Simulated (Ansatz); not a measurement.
**C3H4OSi: up Jacob's ladder to CCSD(T)**

An exercise on one series of results from a longer session: the logs are not shown, and one member is left open.

The runs use Ansatz 0.2.0, Gaussian basis; functionals in def2-TZVPP, the program's frozen cores in correlated methods.

Plan: LDA (SPW92), PBE-D4, revPBE-D4, BLYP-D4, r2SCAN-D4, B97M-V, PBE0-D4, B3LYP-D4, r2SCANh-D4, r2SCAN0-D4, HSE06-D4, BHLYP-D4, CAM-B3LYP-D4, LC-ωPBE, ωB97X-V, ωB97M-V, B2PLYP, PBE-QIDH; CCSD(T)/def2-SVP; CCSD(T)/def2-TZVPP; MP2/def2-QZVPP; extrapolation to the limit; RPA on PBE.

## The geometry

An earlier PBE0-D4 in a triple-zeta def2 set relaxation fixed the geometry.

9 atoms, charge 0, spin multiplicity 1.

Atoms are counted from 1 here; the program's logs count them from 0.

Bond lengths: O1–C2 1.165 Å, C2–C3 1.292 Å, C3–C4 1.323 Å, C4–Si5 1.879 Å, C4–H6 1.093 Å, Si5–H7 1.487 Å, Si5–H8 1.482 Å, Si5–H9 1.487 Å. Angles: O1–C2–C3 170.3°, C2–C3–C4 151.4°, C3–C4–Si5 123.7°, C3–C4–H6 118.2°, Si5–C4–H6 118.0°, C4–Si5–H7 109.2°, C4–Si5–H8 108.9°, C4–Si5–H9 109.1°, H7–Si5–H8 110.7°, H7–Si5–H9 108.2°, H8–Si5–H9 110.7°.

Set-up of the first run:

in.yaml

```yaml
crystal:
  periodic: [false, false, false]
  atoms:
    - {symbol: O, position_ang: [2.002505, -2.650211, -0.571368]}
    - {symbol: C, position_ang: [1.611517, -1.562477, -0.426829]}
    - {symbol: C, position_ang: [1.384770, -0.296492, -0.305811]}
    - {symbol: C, position_ang: [0.570953, 0.720775, -0.077166]}
    - {symbol: Si, position_ang: [-1.261188, 0.528667, 0.293844]}
    - {symbol: H, position_ang: [0.986474, 1.731734, -0.104060]}
    - {symbol: H, position_ang: [-2.046408, 1.280927, -0.720981]}
    - {symbol: H, position_ang: [-1.609089, -0.911315, 0.264229]}
    - {symbol: H, position_ang: [-1.551133, 1.111992, 1.631044]}
basis:
  gaussian: {orbitals: def2-TZVPP}
hamiltonian: {xc: lda}
output: {orbitals: {seedname: orbitals}}
```

Launch:

```bash
$ ansatz run in.yaml --threads 2 --pin off --events-out ev --progress --plain --max-ram 4352MiB
```

Steps of the session up to this table: LDA; PBE-D4 (GGA); revPBE-D4 (GGA); BLYP-D4 (GGA); r2SCAN-D4 (meta-GGA); B97M-V (meta-GGA); B3LYP-D4 (hybrid); r2SCANh-D4 (hybrid); r2SCAN0-D4 (hybrid); HSE06-D4 (hybrid); BHLYP-D4 (hybrid); CAM-B3LYP-D4 (range-separated); LC-ωPBE (range-separated); ωB97X-V (range-separated); ωB97M-V (range-separated); B2PLYP (double hybrid); PBE-QIDH (double hybrid).

One table of the session follows, with a row left open; its other results are not shown here.

It belongs to the step «Orbital energies across the functionals». 

| functional | HOMO (eV) | LUMO (eV) | gap (eV) |
| --- | --- | --- | --- |
| LDA (SPW92) | -5.59 | -4.08 | 1.51 |
| PBE-D4 | -5.43 | -3.84 | 1.59 |
| revPBE-D4 | ? | ? | ? |
| BLYP-D4 | -5.31 | -3.67 | 1.64 |
| r2SCAN-D4 | -5.63 | -3.75 | 1.88 |
| B97M-V | -5.74 | -3.67 | 2.07 |
| PBE0-D4 | -6.63 | -2.96 | 3.67 |
| B3LYP-D4 | -6.43 | -3.14 | 3.29 |
| r2SCANh-D4 | -6.09 | -3.42 | 2.66 |
| r2SCAN0-D4 | -6.77 | -2.92 | 3.85 |
| HSE06-D4 | -6.23 | -3.34 | 2.90 |
| BHLYP-D4 | -7.74 | -1.88 | 5.86 |
| CAM-B3LYP-D4 | -7.94 | -1.81 | 6.13 |
| LC-ωPBE | -9.22 | -0.73 | 8.49 |
| ωB97X-V | -8.88 | -0.76 | 8.12 |
| ωB97M-V | -8.78 | -0.81 | 7.97 |

Q: Estimate the row for revPBE-D4 from the others.

**Answer.** HOMO (eV): -5.37; LUMO (eV): -3.76; gap (eV): 1.61. In the column «HOMO (eV)» it lies between PBE-D4 (-5.43) and BLYP-D4 (-5.31).
